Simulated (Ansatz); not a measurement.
# CH5B2FSSi: small, medium and large basis sets

One table from this session's results is given with a row withheld; the runs are named, their logs left out.

The runs use Ansatz 0.2.0, Gaussian basis; one geometry, several basis sets.

The runs, in order: PBE0-D4/def2-SVP; ωB97M-V/def2-SVP; PBE0-D4/def2-QZVPP; ωB97M-V/def2-QZVPP; the functionals' def2-TZVPP values are taken from earlier runs.

### The relaxed structure

All runs share one geometry, relaxed beforehand with PBE0-D4 in a triple-zeta def2 set.

11 atoms, charge 0, spin multiplicity 1.

Atoms are counted from 1 here; the program's logs count them from 0.

Bond lengths: F1–B2 1.327 Å, B2–Si3 2.025 Å, B2–S6 1.798 Å, Si3–B4 2.013 Å, Si3–H7 1.492 Å, Si3–H8 1.492 Å, B4–C5 1.564 Å, B4–H9 1.196 Å, C5–S6 1.827 Å, C5–H10 1.098 Å, C5–H11 1.097 Å. Angles: F1–B2–Si3 129.1°, F1–B2–S6 117.8°, Si3–B2–S6 113.1°, B2–Si3–B4 94.2°, B2–Si3–H7 114.0°, B2–Si3–H8 114.0°, B4–Si3–H7 113.1°, B4–Si3–H8 113.1°, H7–Si3–H8 108.1°, Si3–B4–C5 112.7°, Si3–B4–H9 129.9°, C5–B4–H9 117.4°, B4–C5–S6 117.5°, B4–C5–H10 109.0°, B4–C5–H11 109.3°, S6–C5–H10 107.9°, S6–C5–H11 107.9°, H10–C5–H11 104.5° and more.

Coordinates:

```xyz
11
CH5B2FSSi
F    -0.0080    1.4345    2.6896
B    -0.0108    0.8691    1.4888
Si    0.1830   -1.0859    0.9964
B     0.0338   -0.7560   -0.9834
C    -0.1537    0.7571   -1.3311
S    -0.2122    1.9409    0.0588
H     1.4907   -1.6846    1.3936
H    -0.9061   -1.9556    1.5290
H     0.0685   -1.5306   -1.8945
H     0.6518    1.0715   -2.0073
H    -1.0715    0.8828   -1.9192
```

Set-up of the first run:

Contents of in.yaml:

```yaml
crystal:
  periodic: [false, false, false]
  atoms:
    - {symbol: F, position_ang: [-0.007983, 1.434453, 2.689555]}
    - {symbol: B, position_ang: [-0.010792, 0.869069, 1.488761]}
    - {symbol: Si, position_ang: [0.182997, -1.085908, 0.996370]}
    - {symbol: B, position_ang: [0.033790, -0.756041, -0.983435]}
    - {symbol: C, position_ang: [-0.153652, 0.757150, -1.331132]}
    - {symbol: S, position_ang: [-0.212240, 1.940873, 0.058845]}
    - {symbol: H, position_ang: [1.490657, -1.684649, 1.393588]}
    - {symbol: H, position_ang: [-0.906061, -1.955628, 1.528972]}
    - {symbol: H, position_ang: [0.068540, -1.530577, -1.894543]}
    - {symbol: H, position_ang: [0.651763, 1.071545, -2.007278]}
    - {symbol: H, position_ang: [-1.071518, 0.882815, -1.919204]}
basis:
  gaussian: {orbitals: def2-SVP}
hamiltonian: {xc: pbe0, dispersion: d4}
output: {orbitals: {seedname: orbitals}}
```

Among the steps run: PBE0-D4 in def2-SVP; ωB97M-V in def2-SVP; PBE0-D4 in def2-QZVPP; ωB97M-V in def2-QZVPP.

One of the session's tables, all rows but one given; the rest of the session is left out.

It belongs to the step «Functionals by basis». 

```
functional       basis  HOMO (eV)  LUMO (eV)
   PBE0-D4    def2-SVP      -7.55      -2.42
   PBE0-D4  def2-TZVPP      -7.56      -2.49
   PBE0-D4  def2-QZVPP      -7.57      -2.50
   ωB97M-V    def2-SVP          ?          ?
   ωB97M-V  def2-TZVPP      -9.65      -0.50
   ωB97M-V  def2-QZVPP      -9.67      -0.54
```

**Question.** Estimate the row for ωB97M-V, def2-SVP.

As computed: HOMO (eV): -9.60; LUMO (eV): -0.36. In the column «HOMO (eV)» it lies between ωB97M-V, def2-TZVPP (-9.65) and PBE0-D4, def2-QZVPP (-7.57).
